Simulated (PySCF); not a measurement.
# GaClF (SMILES [F][Ga][Cl]) at USPW92/pcseg-0 (density fitting)

Aim: a geometry optimisation of GaClF. The job is set up through a Python script.

Program for the calculation: PySCF 2.14.0.

5 further runs of the same task are left out: 5 set aside as unsound or not needed.

### 1 The structure to begin with

The species is GaClF (3 atoms), meant as a doublet with charge 0. As SMILES, `[F][Ga][Cl]`. Geometry: relaxed at PBE0-D4/def2-TZVP. The run starts from this shape.

Bond lengths: F1–Ga2 1.758 Å, Ga2–Cl3 2.157 Å. Angles: F1–Ga2–Cl3 117.7°.

### 2 A geometry optimisation at USPW92/pcseg-0 (density fitting)

File job.py:

```python
from pyscf import gto, dft
from pyscf.geomopt.geometric_solver import kernel as optimise

mol = gto.M(
    atom='''
F
Ga 1 1.757683
Cl 2 2.157468 1 117.67871
''',
    verbose=3,
    basis='pcseg-0',
    max_memory=1860,
    spin=1,
)

calc0 = dft.UKS(mol, xc='spw92')
calc0 = calc0.density_fit()
calc0.max_cycle = 100
calc0 = calc0.newton()
converged, mol_eq = optimise(calc0, maxsteps=50, convergence_set='TURBOMOLE')
print('converged:', converged)
print(mol_eq.tostring())

calc0.reset(mol_eq)
mol = mol_eq
calc0.kernel()
energy = calc0.e_tot
print('E = %.10f Eh' % energy)
```

Run with:

```bash
$ OMP_NUM_THREADS=1 python job.py
```

**Question.** What will come out? Wanted: total energy at the end; dipole moment; HOMO energy; LUMO energy; ⟨S²⟩.

Answer, from the run:

Level: USPW92/pcseg-0 (density fitting).

| quantity | value |
| --- | --- |
| total energy at the end | -2476.63490 Eh |
| dipole moment | 1.96 D |
| HOMO energy (highest over α and β) | -6.23 eV |
| LUMO energy (lowest over α and β) | -5.52 eV |
| ⟨S²⟩ | 0.751 |

In words: At the final geometry: Bond lengths: F1–Ga2 1.747 Å, Ga2–Cl3 2.232 Å. Angles: F1–Ga2–Cl3 119.5°. The optimisation took 7 steps and changed the energy by -0.036 eV. Mulliken charges run from -0.38 on F1 to +0.70 on Ga2.
